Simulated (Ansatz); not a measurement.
# F₂H₅NOSi₂: how energies converge with the basis set

How large a basis does F₂H₅NOSi₂ need? Two functionals are run in growing sets.

Method: one geometry, several basis sets; program: Ansatz 0.2.0, Gaussian basis.

Plan: PBE0-D4/def2-SVP; ωB97M-V/def2-SVP; PBE0-D4/def2-QZVPP; ωB97M-V/def2-QZVPP; the functionals' def2-TZVPP values are taken from earlier runs.

## (1) Structure used throughout

All runs share one geometry, relaxed beforehand with PBE0-D4 in a triple-zeta def2 set.

SMILES `O[SiH2]N[SiH](F)F`, 11 atoms, charge 0, spin multiplicity 1.

Atoms are counted from 1 here; the program's logs count them from 0.

Bond lengths: O1–Si2 1.641 Å, O1–H7 0.958 Å, Si2–N3 1.730 Å, Si2–H8 1.477 Å, Si2–H9 1.484 Å, N3–Si4 1.694 Å, N3–H10 1.013 Å, Si4–F5 1.588 Å, Si4–F6 1.587 Å, Si4–H11 1.469 Å. Angles: Si2–O1–H7 118.2°, O1–Si2–N3 113.3°, O1–Si2–H8 103.8°, O1–Si2–H9 112.1°, N3–Si2–H8 110.5°, N3–Si2–H9 105.0°, H8–Si2–H9 112.5°, Si2–N3–Si4 128.9°, Si2–N3–H10 115.3°, Si4–N3–H10 115.9°, N3–Si4–F5 110.6°, N3–Si4–F6 111.7°, N3–Si4–H11 110.8°, F5–Si4–F6 104.4°, F5–Si4–H11 109.7°, F6–Si4–H11 109.4°.

## (2) PBE0-D4 in def2-SVP

in.yaml reads:

```yaml
crystal:
  periodic: [false, false, false]
  atoms:
    - {symbol: O, position_ang: [-0.870482, -2.359448, 0.183106]}
    - {symbol: Si, position_ang: [-0.732687, -0.857576, 0.828836]}
    - {symbol: N, position_ang: [0.639915, 0.015872, 0.241113]}
    - {symbol: Si, position_ang: [0.681059, 1.418697, -0.707298]}
    - {symbol: F, position_ang: [1.589935, 1.199704, -1.991420]}
    - {symbol: F, position_ang: [1.367404, 2.625647, 0.061272]}
    - {symbol: H, position_ang: [-0.973971, -2.436689, -0.766520]}
    - {symbol: H, position_ang: [-0.602598, -1.109005, 2.278720]}
    - {symbol: H, position_ang: [-1.900944, -0.001536, 0.503980]}
    - {symbol: H, position_ang: [1.540601, -0.363120, 0.509019]}
    - {symbol: H, position_ang: [-0.672731, 1.810254, -1.120307]}
basis:
  gaussian: {orbitals: def2-SVP}
hamiltonian: {xc: pbe0, dispersion: d4}
output: {orbitals: {seedname: orbitals}}
```

The run is started by

```
$ ansatz run in.yaml --threads 4 --pin off --events-out ev --progress --plain --max-ram 10444MiB
```

After this run come: ωB97M-V in def2-SVP; PBE0-D4 in def2-QZVPP; ωB97M-V in def2-QZVPP.

Q: Predict the results of all the runs planned. Wanted: PBE0-D4: double and triple zeta above quadruple; ωB97M-V: double and triple zeta above quadruple.

The runs gave:

```
                                       quantity           value
PBE0-D4: double and triple zeta above quadruple  18.58, 1.09 eV
ωB97M-V: double and triple zeta above quadruple  18.75, 1.02 eV
```

What this shows: For PBE0-D4 the step from double to triple zeta gains 17.49 eV and the next only 1.09 eV. Total energies overstate the basis error of differences, where much of it tends to cancel. The LUMO of ωB97M-V is positive and keeps falling with the basis (2.77 to 1.23 eV): an unbound level that the basis holds in place.
